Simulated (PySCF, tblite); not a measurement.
# NH₃: metal-cation adducts, part 1 of 2

What do calculations give for the metal-cation adducts of NH₃ (`N`)?

Programs: tblite 0.8.0 and PySCF 2.14.0, with routines of our own; each step states its level. All values are computed. Atoms count from 0.

## 1. The starting structure

4 atoms, charge 0, multiplicity 1; geometry from: start built from the parent or by distance geometry.

## 2. Relaxing the molecule with GFN2-xTB

The job: settings as JSON, then the geometry in Å.

```
{"job": {"kind": "relax", "xc": "GFN2-xTB", "basis": "xTB"}, "charge": 0, "multiplicity": 1}
N      0.022700    -0.022200     0.250600
H     -0.631200    -0.754700    -0.110400
H     -0.349000     0.893800    -0.078000
H      0.978000    -0.107300    -0.107900
```

Launch:

```console
> OMP_NUM_THREADS=1 python redox_run.py task.json out
```

The driver reads the jobs from task.json and runs them one after another.

Log:

```text
step      E/eV     max force
  0    -120.37557    1.442
  1    -120.42152    0.714
  2    -120.43392    0.374
  3    -120.43876    0.326
  4    -120.44421    0.024
  5    -120.44423    0.006
```

Run time: 0.02 s. Hardware: 1 thread of Arm Neoverse N1, shared host.

The steps of the relaxation:

```csv
step,energy from step 0 (eV),largest force (eV/Å)
0,0.0000,1.4415
1,-0.0460,0.7136
2,-0.0584,0.3745
3,-0.0632,0.3257
4,-0.0686,0.0239
5,-0.0687,0.0057
```

Distances of close pairs at the start and the end, largest changes first:

```csv
bond,before (Å),after (Å),change (Å)
N0–H1,1.046,1.013,-0.034
N0–H2,1.042,1.013,-0.029
N0–H3,1.024,1.013,-0.011
```

The final coordinates are the input of the step that follows.

## 3. Harmonic vibrations with GFN2-xTB

The job: settings as JSON, then the geometry in Å.

```
{"job": {"kind": "ir", "xc": "GFN2-xTB", "basis": "xTB"}, "charge": 0, "multiplicity": 1}
N      0.007971    -0.004643     0.263504
H     -0.580362    -0.736189    -0.115871
H     -0.345183     0.881269    -0.077014
H      0.938043    -0.130891    -0.116327
```

Log:

```text
mode    cm-1     km/mol
  1    1160.2    211.35
  2    1593.1     27.58
  3    1593.2     27.57
  4    3426.3      0.20
  5    3477.8      5.48
  6    3478.9      5.48
ZPE 88.101  H(298)-E 98.086  G(298)-E 40.750 kJ/mol  S 192.31 J/(mol K)
```

Run time: 0.12 s. Hardware: 1 thread of Arm Neoverse N1, shared host.

The strongest bands and the atoms that carry them (share of the mass-weighted mode):

```csv
cm⁻¹,km/mol,atoms
1160,211.3,"H1 28 %, H2 28 %, H3 28 %, N0 16 %"
1593,27.6,"H1 55 %, H2 24 %, H3 15 %"
1593,27.6,"H3 48 %, H2 38 %"
3426,0.2,"H2 34 %, H1 32 %, H3 32 %"
3478,5.5,"H2 60 %, H3 17 %, H1 16 %"
3479,5.5,"H1 46 %, H3 46 %"
```

## 4. Geometry optimisation at PBE0-D3(BJ)/def2-SVP

The job: settings as JSON, then the geometry in Å.

```
{"job": {"xc": "PBE0", "basis": "def2-SVP", "d3": "d3bj", "grid": 1, "kind": "geom"}, "charge": 0, "multiplicity": 1}
N      0.007971    -0.004643     0.263504
H     -0.580362    -0.736189    -0.115871
H     -0.345183     0.881269    -0.077014
H      0.938043    -0.130891    -0.116327
```

Log:

```text
step   0  E = -56.44103022  max force = 0.010177
step   1  E = -56.44132157  max force = 0.001463
step   2  E = -56.44134890  max force = 0.000238
step   3  E = -56.44134891  max force = 0.000021
optimisation converged
```

It took 1.6 s on 1 thread of Arm Neoverse N1, shared host.

Along the way:

```csv
step,energy from step 0 (eV),largest force component (eV/Å)
0,0.0000,0.5233
1,-0.0079,0.0752
2,-0.0087,0.0122
3,-0.0087,0.0011
```

Close pairs (by a distance rule), those that changed most:

```csv
bond,before (Å),after (Å),change (Å)
N0–H1,1.013,1.020,+0.007
N0–H3,1.013,1.020,+0.007
N0–H2,1.013,1.020,+0.007
```

The end geometry stands in the next job.

```csv
at the end point,value
point group (found at 0.08 Å tolerance),C3v
"rotational constants (GHz, main isotopes)","291.7, 291.7, 190.8"
dipole moment (D),1.79
```

## 5. Harmonic vibrations (NH₃): PBE0-D3(BJ)/def2-SVP

The job: settings as JSON, then the geometry in Å.

```
{"job": {"xc": "PBE0", "basis": "def2-SVP", "d3": "d3bj", "grid": 2, "kind": "hessian"}, "charge": 0, "multiplicity": 1}
N      0.010296    -0.007055     0.292197
H     -0.572889    -0.731944    -0.125557
H     -0.345204     0.872398    -0.082311
H      0.930710    -0.126319    -0.130522
```

Log:

```text
coarse grid: 2928 points
cycle   1  E = -56.4103864269  dE = -9.475e-02  |g| = 3.624e-01  |ddm| = 1.600e+00
cycle   2  E = -56.3977962817  dE =  1.259e-02  |g| = 4.375e-01  |ddm| = 5.926e-01
cycle   3  E = -56.4394747536  dE = -4.168e-02  |g| = 1.813e-02  |ddm| = 3.366e-01
cycle   4  E = -56.4395426801  dE = -6.793e-05  |g| = 1.782e-03  |ddm| = 1.471e-02
cycle   5  E = -56.4395433093  dE = -6.292e-07  |g| = 2.197e-04  |ddm| = 1.523e-03
final grid: 27112 points
cycle   6  E = -56.4413455580  dE = -4.009e-06  |g| = 5.330e-03  |ddm| = 8.083e-03
cycle   7  E = -56.4413420608  dE =  3.497e-06  |g| = 6.738e-03  |ddm| = 8.830e-03
cycle   8  E = -56.4413517057  dE = -9.645e-06  |g| = 5.209e-05  |ddm| = 4.851e-03
cycle   9  E = -56.4413517064  dE = -6.675e-10  |g| = 1.265e-05  |ddm| = 4.612e-05
cycle  10  E = -56.4413517064  dE = -4.496e-11  |g| = 1.083e-06  |ddm| = 1.857e-05
converged SCF energy = -56.4413517064

mode    cm-1
  1    1058.6
  2    1656.8
  3    1656.9
  4    3496.7
  5    3627.2
  6    3627.3
ZPE 90.459  H(298)-E 100.465  G(298)-E 43.049 kJ/mol  S 192.57 J/(mol K)
```

Wall time 4 s (1 thread of Arm Neoverse N1, shared host).

Zero-point energy 90.46 kJ/mol (xTB gave 88.10).

## 6. Single point (NH₃): wB97X-D3(BJ)/def2-TZVP

Geometry: PBE0-D3(BJ)/def2-SVP.

The job: settings as JSON, then the geometry in Å.

```
{"job": {"kind": "sp", "xc": "wB97X", "basis": "def2-TZVP", "d3": "d3bj", "grid": 2}, "charge": 0, "multiplicity": 1}
N      0.010296    -0.007055     0.292197
H     -0.572889    -0.731944    -0.125557
H     -0.345204     0.872398    -0.082311
H      0.930710    -0.126319    -0.130522
```

Log:

```text
coarse grid: 2928 points
cycle   1  E = -56.5864630338  dE = -1.420e-01  |g| = 3.031e-01  |ddm| = 1.095e+00
cycle   2  E = -56.5964501785  dE = -9.987e-03  |g| = 2.519e-01  |ddm| = 2.868e-01
cycle   3  E = -56.6082467839  dE = -1.180e-02  |g| = 2.234e-02  |ddm| = 1.135e-01
cycle   4  E = -56.6083538998  dE = -1.071e-04  |g| = 4.655e-03  |ddm| = 1.441e-02
cycle   5  E = -56.6083624221  dE = -8.522e-06  |g| = 5.575e-04  |ddm| = 5.807e-03
final grid: 27112 points
cycle   6  E = -56.6026730131  dE = -1.201e-05  |g| = 2.083e-03  |ddm| = 6.803e-03
cycle   7  E = -56.6026733678  dE = -3.547e-07  |g| = 1.807e-03  |ddm| = 1.904e-03
cycle   8  E = -56.6026739642  dE = -5.963e-07  |g| = 1.295e-04  |ddm| = 7.901e-04
cycle   9  E = -56.6026739772  dE = -1.304e-08  |g| = 4.064e-05  |ddm| = 2.900e-04
cycle  10  E = -56.6026739790  dE = -1.836e-09  |g| = 1.197e-05  |ddm| = 1.489e-04
converged SCF energy = -56.6026739790
```

Wall time 0.63 s (1 thread of Arm Neoverse N1, shared host).

## 7. Optimising the geometry with GFN2-xTB

This step treats AlNH₃+, `N.[Al+]`.

The job: settings as JSON, then the geometry in Å.

```
{"job": {"kind": "relax", "xc": "GFN2-xTB", "basis": "xTB"}, "charge": 1, "multiplicity": 1}
N      0.026500    -0.013200     0.286900
H     -0.583600    -0.723300    -0.148600
H     -0.327800     0.864800    -0.079100
H      0.928200    -0.111700    -0.151100
Al     0.088600    -0.220600     2.306900
```

Log:

```text
step      E/eV     max force
  0    -137.03906    1.073
  1    -137.05991    0.242
  2    -137.06202    0.172
  3    -137.06414    0.146
  4    -137.06557    0.124
  5    -137.06613    0.067
  6    -137.06638    0.058
  7    -137.06657    0.061
  8    -137.06672    0.055
  9    -137.06682    0.035
 10    -137.06692    0.049
 11    -137.06708    0.078
 12    -137.06728    0.081
 13    -137.06743    0.048
 14    -137.06749    0.023
 15    -137.06751    0.016
 16    -137.06753    0.021
 17    -137.06754    0.015
 18    -137.06754    0.005
```

It took 0.07 s on 1 thread of Arm Neoverse N1, shared host.

The steps of the relaxation:

```csv
step,energy from step 0 (eV),largest force (eV/Å)
0,0.0000,1.0730
1,-0.0208,0.2417
2,-0.0230,0.1716
3,-0.0251,0.1459
4,-0.0265,0.1238
5,-0.0271,0.0671
6,-0.0273,0.0577
7,-0.0275,0.0609
8,-0.0277,0.0550
9,-0.0278,0.0355
10,-0.0279,0.0486
11,-0.0280,0.0779
12,-0.0282,0.0807
13,-0.0284,0.0479
14,-0.0284,0.0233
15,-0.0284,0.0156
16,-0.0285,0.0209
17,-0.0285,0.0150
18,-0.0285,0.0047
```

Close pairs (by a distance rule), those that changed most:

```csv
bond,before (Å),after (Å),change (Å)
N0–Al4,2.032,2.004,-0.028
N0–H3,1.007,1.035,+0.027
N0–H2,1.015,1.035,+0.020
N0–H1,1.033,1.035,+0.002
```

The end geometry stands in the next job.

## 8. Harmonic vibrations with GFN2-xTB

The job: settings as JSON, then the geometry in Å.

```
{"job": {"kind": "ir", "xc": "GFN2-xTB", "basis": "xTB"}, "charge": 1, "multiplicity": 1}
N      0.021607    -0.027891     0.290063
H     -0.580311    -0.736013    -0.164536
H     -0.340033     0.885046    -0.035992
H      0.947443    -0.129461    -0.160635
Al     0.083296    -0.195699     2.286134
```

Log:

```text
mode    cm-1     km/mol
  1     417.5     72.03
  2     418.0     71.77
  3     434.2     21.92
  4    1303.9    314.08
  5    1394.3     90.99
  6    1394.5     91.51
  7    3156.3    131.52
  8    3156.9    131.21
  9    3190.6    128.60
ZPE 88.919  H(298)-E 101.169  G(298)-E 28.737 kJ/mol  S 242.94 J/(mol K)
```

It took 0.16 s on 1 thread of Arm Neoverse N1, shared host.

The strongest bands and the atoms that carry them (share of the mass-weighted mode):

```csv
cm⁻¹,km/mol,atoms
418,72.0,"H1 54 %, H2 18 %, H3 16 %, N0 12 %"
418,71.8,"H3 42 %, H2 40 %, N0 12 %"
1304,314.1,"H1 28 %, H2 28 %, H3 28 %, N0 15 %"
1394,91.0,"H1 50 %, H2 33 %, H3 11 %"
1394,91.5,"H3 52 %, H2 29 %, H1 13 %"
3156,131.5,"H3 56 %, H2 34 %"
3157,131.2,"H1 58 %, H2 28 %"
3191,128.6,"H1 34 %, H2 32 %, H3 32 %"
```

## 9. Optimising the geometry at PBE0-D3(BJ)/def2-SVP

This step treats AlNH₃+, `N.[Al+]`.

The job: settings as JSON, then the geometry in Å.

```
{"job": {"xc": "PBE0", "basis": "def2-SVP", "d3": "d3bj", "grid": 1, "kind": "geom"}, "charge": 1, "multiplicity": 1}
N      0.021607    -0.027891     0.290063
H     -0.580311    -0.736013    -0.164536
H     -0.340033     0.885046    -0.035992
H      0.947443    -0.129461    -0.160635
Al     0.083296    -0.195699     2.286134
```

Log:

```text
step   0  E = -298.45082247  max force = 0.025921
step   1  E = -298.45426945  max force = 0.002473
step   2  E = -298.45431343  max force = 0.001101
step   3  E = -298.45432675  max force = 0.000860
step   4  E = -298.45432858  max force = 0.000559
step   5  E = -298.45432914  max force = 0.000162
optimisation converged
```

Run time: 4.4 s. Hardware: 1 thread of Arm Neoverse N1, shared host.

Along the way:

```csv
step,energy from step 0 (eV),largest force component (eV/Å)
0,0.0000,1.3329
1,-0.0938,0.1272
2,-0.0950,0.0566
3,-0.0954,0.0442
4,-0.0954,0.0287
5,-0.0954,0.0083
```

Distances of close pairs at the start and the end, largest changes first:

```csv
bond,before (Å),after (Å),change (Å)
N0–Al4,2.004,2.185,+0.180
N0–H3,1.035,1.028,-0.007
N0–H2,1.035,1.028,-0.007
N0–H1,1.035,1.028,-0.007
```

The next job starts from the end point, and lists it.

```csv
at the end point,value
point group (found at 0.08 Å tolerance),C3v
"rotational constants (GHz, main isotopes)","187.3, 9.203, 9.203"
```

## 10. Harmonic vibrations (AlNH₃+): PBE0-D3(BJ)/def2-SVP

The job: settings as JSON, then the geometry in Å.

```
{"job": {"xc": "PBE0", "basis": "def2-SVP", "d3": "d3bj", "grid": 2, "kind": "hessian"}, "charge": 1, "multiplicity": 1}
N      0.020629    -0.024681     0.250232
H     -0.654879    -0.662493    -0.189950
H     -0.242810     0.916496    -0.068622
H      0.921929    -0.225154    -0.201823
Al     0.088205    -0.209088     2.425923
```

Log:

```text
coarse grid: 4552 points
cycle   1  E = -298.4058423376  dE =  1.250e-01  |g| = 2.058e-01  |ddm| = 1.760e+00
cycle   2  E = -298.4092503549  dE = -3.408e-03  |g| = 2.108e-01  |ddm| = 6.561e-01
cycle   3  E = -298.4185976845  dE = -9.347e-03  |g| = 3.788e-02  |ddm| = 1.700e-01
cycle   4  E = -298.4189233656  dE = -3.257e-04  |g| = 1.162e-03  |ddm| = 3.283e-02
cycle   5  E = -298.4189238702  dE = -5.046e-07  |g| = 2.146e-04  |ddm| = 4.119e-03
final grid: 39000 points
cycle   6  E = -298.4543186688  dE = -8.054e-06  |g| = 5.089e-03  |ddm| = 8.362e-03
cycle   7  E = -298.4543140678  dE =  4.601e-06  |g| = 6.861e-03  |ddm| = 8.048e-03
cycle   8  E = -298.4543242247  dE = -1.016e-05  |g| = 1.114e-04  |ddm| = 4.749e-03
cycle   9  E = -298.4543242283  dE = -3.637e-09  |g| = 2.412e-05  |ddm| = 1.713e-04
cycle  10  E = -298.4543242285  dE = -1.651e-10  |g| = 3.182e-06  |ddm| = 2.972e-05
cycle  11  E = -298.4543242285  dE = -2.387e-12  |g| = 4.103e-07  |ddm| = 7.401e-06
converged SCF energy = -298.4543242285

mode    cm-1
  1     340.7
  2     556.5
  3     556.5
  4    1304.7
  5    1618.8
  6    1618.8
  7    3427.6
  8    3537.7
  9    3537.8
ZPE 98.687  H(298)-E 110.597  G(298)-E 38.277 kJ/mol  S 242.56 J/(mol K)
```

It took 14 s on 1 thread of Arm Neoverse N1, shared host; peak memory 0.63 GiB.

Zero-point energy 98.69 kJ/mol (xTB gave 88.92).

## 11. Single point (AlNH3+): wB97X-D3(BJ)/def2-TZVP

Geometry: PBE0-D3(BJ)/def2-SVP.

The job: settings as JSON, then the geometry in Å.

```
{"job": {"kind": "sp", "xc": "wB97X", "basis": "def2-TZVP", "d3": "d3bj", "grid": 2}, "charge": 1, "multiplicity": 1}
N      0.020629    -0.024681     0.250232
H     -0.654879    -0.662493    -0.189950
H     -0.242810     0.916496    -0.068622
H      0.921929    -0.225154    -0.201823
Al     0.088205    -0.209088     2.425923
```

Log:

```text
coarse grid: 4552 points
cycle   1  E = -298.8085283960  dE =  9.126e-02  |g| = 2.150e-01  |ddm| = 1.285e+00
cycle   2  E = -298.8223086960  dE = -1.378e-02  |g| = 9.669e-02  |ddm| = 4.089e-01
cycle   3  E = -298.8236709214  dE = -1.362e-03  |g| = 3.486e-02  |ddm| = 7.732e-02
cycle   4  E = -298.8239439222  dE = -2.730e-04  |g| = 1.080e-02  |ddm| = 4.164e-02
cycle   5  E = -298.8239695917  dE = -2.567e-05  |g| = 1.477e-03  |ddm| = 1.184e-02
cycle   6  E = -298.8239708495  dE = -1.258e-06  |g| = 3.258e-04  |ddm| = 4.447e-03
final grid: 39000 points
cycle   7  E = -298.8187700507  dE = -1.851e-05  |g| = 2.798e-03  |ddm| = 8.881e-03
cycle   8  E = -298.8187706257  dE = -5.749e-07  |g| = 1.771e-03  |ddm| = 1.800e-03
cycle   9  E = -298.8187710722  dE = -4.465e-07  |g| = 3.294e-04  |ddm| = 7.678e-04
cycle  10  E = -298.8187710972  dE = -2.500e-08  |g| = 1.025e-04  |ddm| = 2.585e-04
cycle  11  E = -298.8187711005  dE = -3.304e-09  |g| = 1.259e-05  |ddm| = 1.345e-04
converged SCF energy = -298.8187711005
```

Wall time 1.7 s (1 thread of Arm Neoverse N1, shared host).

## 12. Geometry optimisation with GFN2-xTB

This step treats CaNH3 (+2), `N.[Ca+2]`.

The job: settings as JSON, then the geometry in Å.

```
{"job": {"kind": "relax", "xc": "GFN2-xTB", "basis": "xTB"}, "charge": 2, "multiplicity": 1}
N      0.026500    -0.013200     0.286900
H     -0.583600    -0.723300    -0.148600
H     -0.327800     0.864800    -0.079100
H      0.928200    -0.111700    -0.151100
Ca     0.112000    -0.280700     2.880800
```

Log:

```text
step      E/eV     max force
  0    -102.86432    1.797
  1    -102.93408    0.657
  2    -102.95706    0.488
  3    -102.97779    0.476
  4    -102.98859    0.321
  5    -102.99450    0.224
  6    -102.99732    0.224
  7    -102.99979    0.310
  8    -103.00398    0.333
  9    -103.00725    0.201
 10    -103.00832    0.058
 11    -103.00846    0.018
 12    -103.00848    0.021
 13    -103.00852    0.023
 14    -103.00856    0.019
 15    -103.00859    0.016
 16    -103.00860    0.012
 17    -103.00861    0.010
 18    -103.00862    0.012
 19    -103.00863    0.008
```

Wall time 0.07 s (1 thread of Arm Neoverse N1, shared host).

Along the way:

```csv
step,energy from step 0 (eV),largest force (eV/Å)
0,0.0000,1.7968
1,-0.0698,0.6574
2,-0.0927,0.4882
3,-0.1135,0.4757
4,-0.1243,0.3213
5,-0.1302,0.2236
6,-0.1330,0.2242
7,-0.1355,0.3098
8,-0.1397,0.3331
9,-0.1429,0.2009
10,-0.1440,0.0582
11,-0.1441,0.0181
12,-0.1442,0.0206
13,-0.1442,0.0230
14,-0.1442,0.0188
15,-0.1443,0.0157
16,-0.1443,0.0119
17,-0.1443,0.0104
18,-0.1443,0.0117
19,-0.1443,0.0077
```

Close pairs (by a distance rule), those that changed most:

```csv
bond,before (Å),after (Å),change (Å)
N0–Ca4,2.609,2.473,-0.136
N0–H3,1.007,1.056,+0.048
N0–H2,1.015,1.056,+0.040
N0–H1,1.033,1.056,+0.023
```

The final coordinates are the input of the step that follows.

## 13. Infrared spectrum with GFN2-xTB

The job: settings as JSON, then the geometry in Å.

```
{"job": {"kind": "ir", "xc": "GFN2-xTB", "basis": "xTB"}, "charge": 2, "multiplicity": 1}
N      0.022281    -0.029115     0.288340
H     -0.603237    -0.768634    -0.131205
H     -0.352658     0.917070     0.008508
H      0.986398    -0.137325    -0.127500
Ca     0.102580    -0.246097     2.750781
```

Log:

```text
mode    cm-1     km/mol
  1     238.6      0.08
  2     589.7    182.93
  3     590.1    182.73
  4    1166.9    148.11
  5    1275.1    127.13
  6    1275.6    127.16
  7    2866.6    307.87
  8    2866.8    307.84
  9    2920.1    323.24
ZPE 82.479  H(298)-E 94.700  G(298)-E 19.731 kJ/mol  S 251.45 J/(mol K)
```

Run time: 0.15 s. Hardware: 1 thread of Arm Neoverse N1, shared host.

The strongest bands and the atoms that carry them (share of the mass-weighted mode):

```csv
cm⁻¹,km/mol,atoms
590,182.9,"H2 56 %, H3 22 %, H1 12 %"
590,182.7,"H1 48 %, H3 38 %"
1167,148.1,"H1 29 %, H3 29 %, H2 29 %, N0 12 %"
1275,127.1,"H1 52 %, H3 32 %"
1276,127.2,"H2 53 %, H3 30 %, H1 11 %"
2867,307.9,"H1 50 %, H2 42 %"
2867,307.8,"H3 61 %, H2 19 %, H1 12 %"
2920,323.2,"H2 33 %, H3 33 %, H1 32 %"
```

## 14. Geometry optimisation at PBE0-D3(BJ)/def2-SVP

This step treats CaNH3 (+2), `N.[Ca+2]`.

The job: settings as JSON, then the geometry in Å.

```
{"job": {"xc": "PBE0", "basis": "def2-SVP", "d3": "d3bj", "grid": 1, "kind": "geom"}, "charge": 2, "multiplicity": 1}
N      0.022281    -0.029115     0.288340
H     -0.603237    -0.768634    -0.131205
H     -0.352658     0.917070     0.008508
H      0.986398    -0.137325    -0.127500
Ca     0.102580    -0.246097     2.750781
```

Log:

```text
step   0  E = -733.18994037  max force = 0.022902
step   1  E = -733.19445489  max force = 0.004319
step   2  E = -733.19466894  max force = 0.002391
step   3  E = -733.19469382  max force = 0.001118
step   4  E = -733.19469607  max force = 0.000109
optimisation converged
```

Run time: 5.2 s. Hardware: 1 thread of Arm Neoverse N1, shared host.

Relaxation path:

```csv
step,energy from step 0 (eV),largest force component (eV/Å)
0,0.0000,1.1777
1,-0.1228,0.2221
2,-0.1287,0.1230
3,-0.1293,0.0575
4,-0.1294,0.0056
```

Distances of close pairs at the start and the end, largest changes first:

```csv
bond,before (Å),after (Å),change (Å)
N0–Ca4,2.473,2.361,-0.113
N0–H1,1.056,1.032,-0.023
N0–H3,1.056,1.032,-0.023
N0–H2,1.056,1.032,-0.023
```

The end geometry stands in the next job.

```csv
at the end point,value
point group (found at 0.08 Å tolerance),C3v
"rotational constants (GHz, main isotopes)","192.0, 6.939, 6.939"
```

## 15. Harmonic vibrations (CaNH3 (+2)): PBE0-D3(BJ)/def2-SVP

The job: settings as JSON, then the geometry in Å.

```
{"job": {"xc": "PBE0", "basis": "def2-SVP", "d3": "d3bj", "grid": 2, "kind": "hessian"}, "charge": 2, "multiplicity": 1}
N      0.025180    -0.034806     0.351777
H     -0.651379    -0.650112    -0.126693
H     -0.224148     0.903138     0.000495
H      0.911251    -0.238510    -0.136750
Ca     0.096529    -0.245584     2.701941
```

Log:

```text
coarse grid: 5352 points
cycle   1  E = -733.1854361815  dE =  5.182e-01  |g| = 2.378e-01  |ddm| = 2.824e+00
cycle   2  E = -733.1842962813  dE =  1.140e-03  |g| = 2.752e-01  |ddm| = 4.217e-01
cycle   3  E = -733.2008215889  dE = -1.653e-02  |g| = 2.913e-02  |ddm| = 2.298e-01
cycle   4  E = -733.2010049255  dE = -1.833e-04  |g| = 4.034e-03  |ddm| = 2.082e-02
cycle   5  E = -733.2010092294  dE = -4.304e-06  |g| = 7.255e-04  |ddm| = 4.804e-03
final grid: 40184 points
cycle   6  E = -733.1946984910  dE = -5.958e-06  |g| = 5.673e-03  |ddm| = 8.072e-03
cycle   7  E = -733.1946929983  dE =  5.493e-06  |g| = 7.626e-03  |ddm| = 9.528e-03
cycle   8  E = -733.1947054455  dE = -1.245e-05  |g| = 1.438e-04  |ddm| = 5.436e-03
cycle   9  E = -733.1947054501  dE = -4.636e-09  |g| = 2.949e-05  |ddm| = 1.481e-04
cycle  10  E = -733.1947054504  dE = -2.119e-10  |g| = 2.937e-06  |ddm| = 2.841e-05
cycle  11  E = -733.1947054504  dE = -5.684e-12  |g| = 3.415e-07  |ddm| = 2.841e-06
converged SCF energy = -733.1947054504

mode    cm-1
  1     389.2
  2     637.4
  3     637.5
  4    1392.1
  5    1625.9
  6    1625.9
  7    3405.2
  8    3481.9
  9    3482.0
ZPE 99.750  H(298)-E 111.279  G(298)-E 37.951 kJ/mol  S 245.95 J/(mol K)
```

Run time: 18 s. Hardware: 1 thread of Arm Neoverse N1, shared host; peak memory 0.71 GiB.

Zero-point energy 99.75 kJ/mol (xTB gave 82.48).

## 16. Single point (CaNH₃ (+2)): wB97X-D3(BJ)/def2-TZVP

Geometry: PBE0-D3(BJ)/def2-SVP.

The job: settings as JSON, then the geometry in Å.

```
{"job": {"kind": "sp", "xc": "wB97X", "basis": "def2-TZVP", "d3": "d3bj", "grid": 2}, "charge": 2, "multiplicity": 1}
N      0.025180    -0.034806     0.351777
H     -0.651379    -0.650112    -0.126693
H     -0.224148     0.903138     0.000495
H      0.911251    -0.238510    -0.136750
Ca     0.096529    -0.245584     2.701941
```

Log:

```text
coarse grid: 5352 points
cycle   1  E = -733.5905878831  dE =  5.488e-01  |g| = 2.195e-01  |ddm| = 2.080e+00
cycle   2  E = -733.6142399382  dE = -2.365e-02  |g| = 6.096e-02  |ddm| = 2.917e-01
cycle   3  E = -733.6160654441  dE = -1.826e-03  |g| = 2.726e-02  |ddm| = 8.958e-02
cycle   4  E = -733.6164011061  dE = -3.357e-04  |g| = 1.339e-02  |ddm| = 3.802e-02
cycle   5  E = -733.6164586898  dE = -5.758e-05  |g| = 2.817e-03  |ddm| = 1.308e-02
cycle   6  E = -733.6164667821  dE = -8.092e-06  |g| = 7.281e-04  |ddm| = 8.032e-03
final grid: 40184 points
cycle   7  E = -733.6069663346  dE = -1.592e-05  |g| = 2.238e-03  |ddm| = 7.986e-03
cycle   8  E = -733.6069667493  dE = -4.147e-07  |g| = 1.948e-03  |ddm| = 2.023e-03
cycle   9  E = -733.6069674389  dE = -6.896e-07  |g| = 1.322e-04  |ddm| = 8.274e-04
cycle  10  E = -733.6069674513  dE = -1.239e-08  |g| = 3.667e-05  |ddm| = 2.675e-04
cycle  11  E = -733.6069674523  dE = -1.047e-09  |g| = 8.486e-06  |ddm| = 8.919e-05
converged SCF energy = -733.6069674523
```

It took 1.9 s on 1 thread of Arm Neoverse N1, shared host.

(Continued in part 2 of 2.)
